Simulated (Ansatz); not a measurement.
**CH₆GeO₂: up Jacob's ladder to CCSD(T)**

One table from this session's results is given with a row withheld; the runs are named, their logs left out.

Program: Ansatz 0.2.0, Gaussian basis. Level of theory: functionals in def2-TZVPP, the program's frozen cores in correlated methods. These are calculated values, not measurements.

Levels to be run: LDA (SPW92), PBE-D4, revPBE-D4, BLYP-D4, r2SCAN-D4, B97M-V, PBE0-D4, B3LYP-D4, r2SCANh-D4, r2SCAN0-D4, HSE06-D4, BHLYP-D4, CAM-B3LYP-D4, LC-ωPBE, ωB97X-V, ωB97M-V, B2PLYP, PBE-QIDH; CCSD(T)/def2-SVP; CCSD(T)/def2-TZVPP; MP2/def2-QZVPP; extrapolation to the limit; RPA on PBE.

## Structure used throughout

All runs share one geometry, relaxed beforehand with PBE0-D4 in a triple-zeta def2 set.

SMILES `C[O][GeH2][OH]`, 10 atoms, charge 0, spin multiplicity 1.

Atoms are counted from 1 here; the program's logs count them from 0.

Bond lengths: C1–O2 1.407 Å, C1–H5 1.098 Å, C1–H6 1.092 Å, C1–H7 1.099 Å, O2–Ge3 1.775 Å, Ge3–O4 1.764 Å, Ge3–H8 1.545 Å, Ge3–H9 1.534 Å, O4–H10 0.960 Å. Angles: O2–C1–H5 112.0°, O2–C1–H6 108.1°, O2–C1–H7 112.4°, H5–C1–H6 108.0°, H5–C1–H7 108.2°, H6–C1–H7 108.0°, C1–O2–Ge3 119.4°, O2–Ge3–O4 105.5°, O2–Ge3–H8 107.2°, O2–Ge3–H9 112.1°, O4–Ge3–H8 112.5°, O4–Ge3–H9 105.5°, H8–Ge3–H9 113.8°, Ge3–O4–H10 112.2°.

The first run:

Contents of in.yaml:

```yaml
crystal:
  periodic: [false, false, false]
  atoms:
    - {symbol: C, position_ang: [-0.634799, 1.506541, 0.015317]}
    - {symbol: O, position_ang: [-0.124527, 0.396278, -0.681600]}
    - {symbol: Ge, position_ang: [0.174512, -1.119268, 0.193650]}
    - {symbol: O, position_ang: [1.253133, -2.055892, -0.842035]}
    - {symbol: H, position_ang: [-1.692771, 1.377466, 0.277415]}
    - {symbol: H, position_ang: [-0.552513, 2.381611, -0.633492]}
    - {symbol: H, position_ang: [-0.076063, 1.714571, 0.938194]}
    - {symbol: H, position_ang: [0.826911, -0.746132, 1.543124]}
    - {symbol: H, position_ang: [-1.097394, -1.964958, 0.333717]}
    - {symbol: H, position_ang: [2.006711, -1.541316, -1.141391]}
basis:
  gaussian: {orbitals: def2-TZVPP}
hamiltonian: {xc: lda}
output: {orbitals: {seedname: orbitals}}
```

Among the steps run: LDA; PBE-D4 (GGA); revPBE-D4 (GGA); BLYP-D4 (GGA); r2SCAN-D4 (meta-GGA); B97M-V (meta-GGA); PBE0-D4 (hybrid); B3LYP-D4 (hybrid); r2SCANh-D4 (hybrid); r2SCAN0-D4 (hybrid); HSE06-D4 (hybrid); BHLYP-D4 (hybrid); CAM-B3LYP-D4 (range-separated); LC-ωPBE-D4 (range-separated; the results give it without D4); ωB97X-V (range-separated); ωB97M-V (range-separated); B2PLYP (double hybrid); PBE-QIDH (double hybrid).

One table of the session follows, with a row left open; its other results are not shown here.

It belongs to the step «Frontier levels by functional». 

```
  functional  HOMO (eV)  LUMO (eV)  gap (eV)
 LDA (SPW92)      -6.46      -0.71      5.75
      PBE-D4      -6.35      -0.45      5.89
   revPBE-D4      -6.30      -0.33      5.97
     BLYP-D4      -6.27      -0.43      5.84
   r2SCAN-D4      -6.69       0.00      6.69
      B97M-V      -6.85      -0.25      6.59
     PBE0-D4          ?          ?         ?
    B3LYP-D4      -7.70       0.12      7.82
  r2SCANh-D4      -7.28       0.29      7.57
  r2SCAN0-D4      -8.17       0.72      8.89
    HSE06-D4      -7.52       0.07      7.59
    BHLYP-D4      -9.46       1.22     10.68
CAM-B3LYP-D4      -9.38       1.33     10.72
     LC-ωPBE     -10.70       2.66     13.36
     ωB97X-V     -10.40       2.45     12.84
     ωB97M-V     -10.31       2.13     12.44
```

Q: Estimate the row for PBE0-D4 from the others.

As computed: HOMO (eV): -7.93; LUMO (eV): 0.44; gap (eV): 8.37. In the column «HOMO (eV)» it lies between r2SCAN0-D4 (-8.17) and B3LYP-D4 (-7.70).
